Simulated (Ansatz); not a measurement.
# H5NOSiZn: small, medium and large basis sets

An exercise on one series of results from a longer session: the logs are not shown, and one member is left open.

Program: Ansatz 0.2.0, Gaussian basis. Level of theory: one geometry, several basis sets. These are calculated values, not measurements.

Levels to be run: PBE0-D4/def2-SVP; ωB97M-V/def2-SVP; PBE0-D4/def2-QZVPP; ωB97M-V/def2-QZVPP; the functionals' def2-TZVPP values are taken from earlier runs.

## The geometry

The geometry comes from an earlier relaxation with PBE0-D4 in a triple-zeta def2 set; it is a stationary point, not always the lowest conformer.

9 atoms, charge 0, spin multiplicity 1.

Atoms are counted from 1 here; the program's logs count them from 0.

Bond lengths: N1–Zn2 1.808 Å, N1–H5 1.011 Å, N1–H6 1.011 Å, Zn2–O3 1.763 Å, O3–Si4 1.620 Å, Si4–H7 1.493 Å, Si4–H8 1.493 Å, Si4–H9 1.488 Å. Angles: Zn2–N1–H5 115.5°, Zn2–N1–H6 115.5°, H5–N1–H6 107.6°, N1–Zn2–O3 173.4°, Zn2–O3–Si4 142.8°, O3–Si4–H7 111.8°, O3–Si4–H8 111.6°, O3–Si4–H9 109.6°, H7–Si4–H8 107.2°, H7–Si4–H9 108.2°, H8–Si4–H9 108.2°.

The first run:

in.yaml reads:

```yaml
crystal:
  periodic: [false, false, false]
  atoms:
    - {symbol: N, position_ang: [-1.580632, 2.311979, 0.706371]}
    - {symbol: Zn, position_ang: [-0.807774, 0.719579, 0.339914]}
    - {symbol: O, position_ang: [-0.227660, -0.918650, 0.046491]}
    - {symbol: Si, position_ang: [1.054425, -1.760422, -0.476298]}
    - {symbol: H, position_ang: [-1.123320, 2.863765, 1.419749]}
    - {symbol: H, position_ang: [-1.738214, 2.913021, -0.091419]}
    - {symbol: H, position_ang: [1.553076, -1.253407, -1.789537]}
    - {symbol: H, position_ang: [2.191520, -1.685465, 0.487613]}
    - {symbol: H, position_ang: [0.678581, -3.190399, -0.642894]}
basis:
  gaussian: {orbitals: def2-SVP}
hamiltonian: {xc: pbe0, dispersion: d4}
output: {orbitals: {seedname: orbitals}}
```

The run is started by

```console
$ ansatz run in.yaml --threads 4 --pin off --events-out ev --progress --plain --max-ram 10444MiB
```

Steps of the session up to this table: PBE0-D4 in def2-SVP; ωB97M-V in def2-SVP; PBE0-D4 in def2-QZVPP; ωB97M-V in def2-QZVPP.

One of the session's tables, all rows but one given; the rest of the session is left out.

| functional | basis | HOMO (eV) |
| --- | --- | --- |
| PBE0-D4 | def2-SVP | -6.87 |
| PBE0-D4 | def2-TZVPP | ? |
| PBE0-D4 | def2-QZVPP | -7.37 |
| ωB97M-V | def2-SVP | -9.24 |
| ωB97M-V | def2-TZVPP | -9.73 |
| ωB97M-V | def2-QZVPP | -9.75 |

Estimate the missing values for PBE0-D4, def2-TZVPP.

**Answer.** HOMO (eV): -7.34. In the column «HOMO (eV)» it lies between PBE0-D4, def2-QZVPP (-7.37) and PBE0-D4, def2-SVP (-6.87).
